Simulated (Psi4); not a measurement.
# BH3O3 (boric acid) at 3 levels

Aim: a comparison of 3 runs (BHLYP/def2-SVPD, M06-L/def2-SVPD, r2SCAN/def2-SVPD) of BH3O3 (boric acid). 

The calculation is run with Psi4 1.11.

7 further runs of the same task are left out: 7 that didn't finish.

**1. Starting point**

The species is BH3O3 (7 atoms), meant as a singlet with charge 0. SMILES: `OB(O)O`. The shape is that of a PBE0-D4/def2-TZVP optimisation. This is a higher conformer, about 20 kJ/mol above the lowest found by a separate search.

Bond lengths: O1–B2 1.367 Å, B2–O3 1.360 Å, B2–O4 1.376 Å, O1–H5 0.957 Å, O3–H6 0.959 Å, O4–H7 0.957 Å. Angles: O1–B2–O3 116.5°, O1–B2–O4 125.2°, O3–B2–O4 118.3°, B2–O1–H5 115.3°, B2–O3–H6 111.6°, B2–O4–H7 115.8°.

**2. The energy at BHLYP/def2-SVPD (run 1)**

calc.dat

```
memory 1600 MB

molecule {
  O     -1.109700     0.802600     0.321900
  B     -0.012200    -0.006800     0.228700
  O      0.501200    -0.469300     1.400100
  O      0.600700    -0.381300    -0.945400
  H     -1.457400     1.118600    -0.511500
  H      1.266800    -1.028200     1.254500
  H      0.210500    -0.035700    -1.748300
  units angstrom
  symmetry c1
  no_reorient
  no_com
}

set globals {
  basis                def2-SVPD
  reference            rks
  puream               true
  e_convergence        1e-09
  d_convergence        1e-08
  scf_type             pk
  dft_radial_points    99
  dft_spherical_points 590
}

e_tot, wfn = energy("bhhlyp", return_wfn=True)
oeprop(wfn, "WIBERG_LOWDIN_INDICES", "LOWDIN_CHARGES", "MAYER_INDICES")
print_variables()
```

Run with:

```console
psi4 -i calc.dat -o calc.out -n 1
```

calc.out:

```text
[...]
  Running in c1 symmetry.
[...]
  Nuclear repulsion =  116.229634474461250
[...]
  Multiplicity = 1
[...]
  Nalpha       = 16
  Nbeta        = 16
[...]
    Number of basis functions: 113
[...]
   @RKS iter   1:  -251.89569512599846   -4.98972e-01   7.98299e-03 ADIIS/DIIS
[...]
   @RKS iter  11:  -252.20234430934960   -2.52953e-12   2.58549e-09 DIIS
[...]
    Orbital Energies [Eh]
    ---------------------
    Doubly Occupied:
       1A    -19.713473     2A    -19.706818     3A    -19.695166
       4A     -7.163094     5A     -1.188601     6A     -1.142506
       7A     -1.136450     8A     -0.684153     9A     -0.657094
      10A     -0.583213    11A     -0.522763    12A     -0.500227
      13A     -0.457173    14A     -0.438087    15A     -0.417064
      16A     -0.404915
[...]
  @RKS Final Energy:  -252.20234430934960
   => Energetics <=
    Nuclear Repulsion Energy =            116.2296344744612497
    One-Electron Energy =                -576.4796583616498538
    Two-Electron Energy =                 224.1140584426823068
    DFT Exchange-Correlation Energy =     -16.0663788648433155
    Empirical Dispersion Energy =           0.0000000000000000
    VV10 Nonlocal Energy =                  0.0000000000000000
    Total Energy =                       -252.2023443093495985
[...]
 Multipole Moments:
 ------------------------------------------------------------------------------------
     Multipole            Electronic (a.u.)      Nuclear  (a.u.)        Total (a.u.)
 ------------------------------------------------------------------------------------
 L = 1.  Multiply by 2.5417464519 to convert [e a0] to [Debye]
 Dipole X            :          0.1952246           -0.1955867           -0.0003621
 Dipole Y            :          0.7705428           -0.6865375            0.0840053
 Dipole Z            :        -13.2123914           12.0016506           -1.2107407
 Magnitude           :                                                    1.2136516
[...]
```

Run time: 50 s. Hardware: 1 thread of Intel Xeon Platinum 8259CL at 2.50GHz (Skylake/Cascade Lake), shared host; peak memory 0.65 GiB.

**3. Energy and gradient at M06-L/def2-SVPD (run 2)**

bh3o3.xyz

```xyz
7
BH3O3
O     -1.109700     0.802600     0.321900
B     -0.012200    -0.006800     0.228700
O      0.501200    -0.469300     1.400100
O      0.600700    -0.381300    -0.945400
H     -1.457400     1.118600    -0.511500
H      1.266800    -1.028200     1.254500
H      0.210500    -0.035700    -1.748300
```

bh3o3_ase.py

```python
import numpy as np
from ase.calculators.psi4 import Psi4
from ase.io import read

mol = read('bh3o3.xyz')
calc = Psi4(atoms=mol, method='m06-l', basis='def2-SVPD', memory='1600MB', num_threads=1, charge=0, multiplicity=1, label='bh3o3', reference='rks')
calc.psi4.set_options({'puream': True, 'e_convergence': 1e-09, 'd_convergence': 1e-08, 'scf_type': 'pk', 'dft_radial_points': 99, 'dft_spherical_points': 590})
mol.calc = calc

forces = mol.get_forces()
print(f'energy: {mol.get_potential_energy():.6f} eV')
print('forces / eV A^-1')
print(np.round(forces, 5))
```

Run with:

```console
python bh3o3_ase.py
```

bh3o3.dat:

```text
[...]
  Running in c1 symmetry.
[...]
  Nuclear repulsion =  116.229634474461250
[...]
  Multiplicity = 1
[...]
  Nalpha       = 16
  Nbeta        = 16
[...]
    Number of basis functions: 113
[...]
   @RKS iter   1:  -251.83282150777066   -1.92547e-01   9.81620e-03 ADIIS/DIIS
[...]
   @RKS iter  12:  -252.28735695823099   -1.19371e-12   2.06154e-09 DIIS
[...]
    Orbital Energies [Eh]
    ---------------------
    Doubly Occupied:
       1A    -18.992980     2A    -18.987780     3A    -18.978053
       4A     -6.712910     5A     -1.018237     6A     -0.978829
       7A     -0.973961     8A     -0.553891     9A     -0.528955
      10A     -0.462379    11A     -0.394363    12A     -0.376798
      13A     -0.335306    14A     -0.316123    15A     -0.299629
      16A     -0.289942
[...]
  @RKS Final Energy:  -252.28735695823099
   => Energetics <=
    Nuclear Repulsion Energy =            116.2296344744612497
    One-Electron Energy =                -576.5491608398368726
    Two-Electron Energy =                 239.0581276562651283
    DFT Exchange-Correlation Energy =     -31.0259582491204959
    Empirical Dispersion Energy =           0.0000000000000000
    VV10 Nonlocal Energy =                  0.0000000000000000
    Total Energy =                       -252.2873569582309869
[...]
 Multipole Moments:
 ------------------------------------------------------------------------------------
     Multipole            Electronic (a.u.)      Nuclear  (a.u.)        Total (a.u.)
 ------------------------------------------------------------------------------------
 L = 1.  Multiply by 2.5417464519 to convert [e a0] to [Debye]
 Dipole X            :         -0.0367613            0.0374720            0.0007107
 Dipole Y            :         -0.0024273            0.0813191            0.0788917
 Dipole Z            :          0.4291387           -1.5774358           -1.1482970
 Magnitude           :                                                    1.1510041
[...]
  -Total Gradient:
     Atom            X                  Y                   Z
    ------   -----------------  -----------------  -----------------
       1        0.000250013771    -0.000190530360     0.000095426116
       2        0.000208893294    -0.000154137147    -0.000103263579
       3       -0.000342530230     0.000258370924    -0.000056741196
       4       -0.000092999424     0.000050975556     0.000257972124
       5        0.000455362651    -0.000330543615    -0.000102356484
       6       -0.000314035635     0.000277023077    -0.000594013240
       7       -0.000201304291     0.000113151497     0.000545279438
[...]
```

The script printed:

```text
energy: -6865.088659 eV
forces / eV A^-1
[[-0.01286  0.0098  -0.00491]
 [-0.01074  0.00793  0.00531]
 [ 0.01761 -0.01329  0.00292]
 [ 0.00478 -0.00262 -0.01327]
 [-0.02342  0.017    0.00526]
 [ 0.01615 -0.01425  0.03055]
 [ 0.01035 -0.00582 -0.02804]]
```

Wall time 2.6 min (1 thread of Intel Xeon Platinum 8259CL at 2.50GHz (Skylake/Cascade Lake), shared host); peak memory 0.67 GiB.

**4. The energy at r2SCAN/def2-SVPD (run 3)**

run.py

```python
import psi4

psi4.set_memory('1600 MB')
psi4.set_num_threads(1)
psi4.set_output_file('run.log', False)

m = psi4.geometry("""
0 1
O     -1.109700     0.802600     0.321900
B     -0.012200    -0.006800     0.228700
O      0.501200    -0.469300     1.400100
O      0.600700    -0.381300    -0.945400
H     -1.457400     1.118600    -0.511500
H      1.266800    -1.028200     1.254500
H      0.210500    -0.035700    -1.748300
symmetry c1
""")

options = {'basis': 'def2-SVPD', 'reference': 'rks', 'puream': True, 'e_convergence': 1e-09, 'd_convergence': 1e-08, 'scf_type': 'pk', 'dft_radial_points': 99, 'dft_spherical_points': 590}
psi4.set_options(options)

e_tot, wfn = psi4.energy("R2SCAN", molecule=m, return_wfn=True)
psi4.oeprop(wfn, "LOWDIN_CHARGES", "QUADRUPOLE", "DIPOLE")
print('E =', round(e_tot, 9))
for k, v in sorted(psi4.core.scalar_variables().items()):
    print(f'{k:45s} {v:18.10f}')
```

Run with:

```console
python run.py
```

run.log:

```text
[...]
  Running in c1 symmetry.
[...]
  Nuclear repulsion =  116.229634474461250
[...]
  Multiplicity = 1
[...]
  Nalpha       = 16
  Nbeta        = 16
[...]
    Number of basis functions: 113
[...]
   @RKS iter   1:  -251.74936715193513   -1.46431e-01   9.61666e-03 ADIIS/DIIS
[...]
   @RKS iter  11:  -252.19290644303555   -1.02887e-11   7.97598e-09 DIIS
[...]
    Orbital Energies [Eh]
    ---------------------
    Doubly Occupied:
       1A    -18.988267     2A    -18.982358     3A    -18.971865
       4A     -6.705919     5A     -1.010779     6A     -0.969009
       7A     -0.964238     8A     -0.560233     9A     -0.535052
      10A     -0.467654    11A     -0.398308    12A     -0.382426
      13A     -0.338246    14A     -0.320048    15A     -0.303863
      16A     -0.293698
[...]
  @RKS Final Energy:  -252.19290644303555
   => Energetics <=
    Nuclear Repulsion Energy =            116.2296344744612497
    One-Electron Energy =                -576.4243056706593507
    Two-Electron Energy =                 238.9017679919151931
    DFT Exchange-Correlation Energy =     -30.9000032387526602
    Empirical Dispersion Energy =           0.0000000000000000
    VV10 Nonlocal Energy =                  0.0000000000000000
    Total Energy =                       -252.1929064430355538
[...]
 Multipole Moments:
 ------------------------------------------------------------------------------------
     Multipole            Electronic (a.u.)      Nuclear  (a.u.)        Total (a.u.)
 ------------------------------------------------------------------------------------
 L = 1.  Multiply by 2.5417464519 to convert [e a0] to [Debye]
 Dipole X            :         -0.0366600            0.0374720            0.0008120
 Dipole Y            :         -0.0019524            0.0813191            0.0793667
 Dipole Z            :          0.4211984           -1.5774358           -1.1562374
 Magnitude           :                                                    1.1589584
 L = 2.  Multiply by 1.3450342976 to convert [e a0^2] to [Debye ang]
 Quadrupole XX       :        -82.3731312           66.1408957          -16.2322355
 Quadrupole XY       :         47.9977931          -49.2102095           -1.2124164
[...]
```

Standard output:

```text
E = -252.192906443
CURRENT ENERGY                                   -252.1929064430
CURRENT REFERENCE ENERGY                         -252.1929064430
DD SOLVATION ENERGY                                 0.0000000000
DFT FUNCTIONAL TOTAL ENERGY                      -252.1929064430
DFT TOTAL ENERGY                                 -252.1929064430
DFT VV10 ENERGY                                     0.0000000000
DFT XC ENERGY                                     -30.9000032388
GRID ELECTRONS ALPHA                               15.9999998957
GRID ELECTRONS BETA                                15.9999998957
GRID ELECTRONS TOTAL                               31.9999997914
NUCLEAR REPULSION ENERGY                          116.2296344745
ONE-ELECTRON ENERGY                              -576.4243056707
PCM POLARIZATION ENERGY                             0.0000000000
PE ENERGY                                           0.0000000000
SCF ITERATION ENERGY                             -252.1929064430
SCF ITERATIONS                                     11.0000000000
SCF TOTAL ENERGY                                 -252.1929064430
TWO-ELECTRON ENERGY                               238.9017679919
XC GRID RADIAL POINTS                              99.0000000000
XC GRID SPHERICAL POINTS                          590.0000000000
XC GRID TOTAL POINTS                           392820.0000000000
```

Wall time 1.7 min (1 thread of Intel Xeon Platinum 8259CL at 2.50GHz (Skylake/Cascade Lake), shared host); peak memory 0.65 GiB.

**5. The series**

```
run             level      task  energy (Eh)  dipole moment (D)  HOMO energy (eV)  LUMO energy (eV)  wall time
  1   BHLYP/def2-SVPD    energy  -252.202344               3.08            -11.02             -0.02       50 s
  2   M06-L/def2-SVPD  gradient  -252.287357               2.93             -7.89             -0.49    2.6 min
  3  r2SCAN/def2-SVPD    energy  -252.192906               2.95             -7.99             -0.44    1.7 min
```

**6. What came out**

```
            quantity          value
 run 3: total energy  -252.19291 Eh
run 3: dipole moment         2.95 D
  run 3: HOMO energy       -7.99 eV
  run 3: LUMO energy       -0.44 eV
run 3: HOMO–LUMO gap        7.55 eV
```

What this shows: The dipole moment (its size) runs from 2.93 D (M06-L/def2-SVPD) to 3.08 D (BHLYP/def2-SVPD). The HOMO–LUMO gap runs from 7.40 eV (M06-L/def2-SVPD) to 10.99 eV (BHLYP/def2-SVPD). Totals of different functionals can't be ranked against each other. All runs together took 5.2 min, the longest 2.6 min.
